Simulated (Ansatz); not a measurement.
Crystal: Ba2Tl5V3O12.

```
Ba V Tl O
1.0
     8.15421    0.00000    0.00000
    -4.07711    7.06176    0.00000
     0.00000    0.00000    6.92128
Ba V Tl O
2 3 5 12
Direct
  0.00000 0.00000 0.23552
  0.00000 0.00000 0.76448
  0.50000 0.00000 0.00000
  0.00000 0.50000 0.00000
  0.50000 0.50000 0.00000
  0.50000 0.00000 0.50000
  0.00000 0.50000 0.50000
  0.50000 0.50000 0.50000
  0.33333 0.66667 0.22489
  0.66667 0.33333 0.77511
  0.33890 0.34334 0.81444
  0.65666 0.99556 0.81444
  0.00444 0.66110 0.81444
  0.34334 0.33890 0.18556
  0.99556 0.65666 0.18556
  0.66110 0.00444 0.18556
  0.66110 0.65666 0.18556
  0.34334 0.00444 0.18556
  0.99556 0.33890 0.18556
  0.65666 0.66110 0.81444
  0.00444 0.34334 0.81444
  0.33890 0.99556 0.81444
```

The cell was built by a generator and needn't be a form met in nature.

* Program: Ansatz 0.2.0
* Task: relaxation of cell and atoms
* Functional: PBEsol
* Potentials or basis: Ansatz PAW
* Cutoff: 420 eV (not typed: the program's choice for these potentials)
* k mesh: 3 × 3 × 3
* Occupations: fermi-dirac, width 0.05 eV
* Spin: collinear spin, ferromagnetic start
* Starting moments: [0.0, 0.0, 2.0, 2.0, 2.0, 0.0, 0.0, 0.0, 0.0, 0.0, 0.0, 0.0, 0.0, 0.0, 0.0, 0.0, 0.0, 0.0, 0.0, 0.0, 0.0, 0.0] μB

At the start: volume 18.12 Å³/atom.

How do energy, volume and symmetry change on relaxing?

It ends after 9 steps and the volume is 17.04 Å³/atom (-6.0 %); space group P-3m1 (No. 164, to 0.05 Å); moment 0.00 μB per cell.

The path:
```csv
step,energy change (eV),largest force (eV/Å),volume (Å³)
1,0.0000,0.2275,398.55
2,-0.2312,0.7552,378.15
3,-0.2950,0.3103,374.46
4,-0.3169,0.0240,376.30
5,-0.3175,0.0067,376.22
6,-0.3173,0.0030,376.28
7,-0.2737,0.0038,376.28
8,-0.2785,0.0050,374.82
9,-0.2735,0.0051,374.82
```

Final structure:
```cif
data_structure
_symmetry_space_group_name_H-M 'P 1'
_symmetry_Int_Tables_number 1
_cell_length_a 7.9981
_cell_length_b 7.9981
_cell_length_c 6.7658
_cell_angle_alpha 90.000
_cell_angle_beta 90.000
_cell_angle_gamma 120.000
_cell_volume 374.82
loop_
_atom_site_label
_atom_site_type_symbol
_atom_site_fract_x
_atom_site_fract_y
_atom_site_fract_z
_atom_site_occupancy
Ba1 Ba 0.00000 0.00000 0.23793 1
Ba2 Ba 0.00000 0.00000 0.76207 1
V1 V 0.50000 0.00000 0.00000 1
V2 V 0.00000 0.50000 0.00000 1
V3 V 0.50000 0.50000 0.00000 1
Tl1 Tl 0.50000 0.00000 0.50000 1
Tl2 Tl 0.00000 0.50000 0.50000 1
Tl3 Tl 0.50000 0.50000 0.50000 1
Tl4 Tl 0.33333 0.66667 0.22852 1
Tl5 Tl 0.66667 0.33333 0.77148 1
O1 O 0.33688 0.34209 0.81115 1
O2 O 0.65791 0.99478 0.81115 1
O3 O 0.00522 0.66312 0.81115 1
O4 O 0.34209 0.33688 0.18885 1
O5 O 0.99478 0.65791 0.18885 1
O6 O 0.66312 0.00522 0.18885 1
O7 O 0.66312 0.65791 0.18885 1
O8 O 0.34209 0.00522 0.18885 1
O9 O 0.99478 0.33688 0.18885 1
O10 O 0.65791 0.66312 0.81115 1
O11 O 0.00522 0.34209 0.81115 1
O12 O 0.33688 0.99478 0.81115 1
```

Caveat: the plane-wave basis is chosen anew once the cell has moved, so the energies of steps on either side of that aren't comparable; the pressure holds a Pulay correction of +0.4 GPa for the finite cutoff; the PAW data sets come from PBE, with cores solved anew for the run's functional, which leaves a small shift of forces and pressure; the starting moments weren't kept.
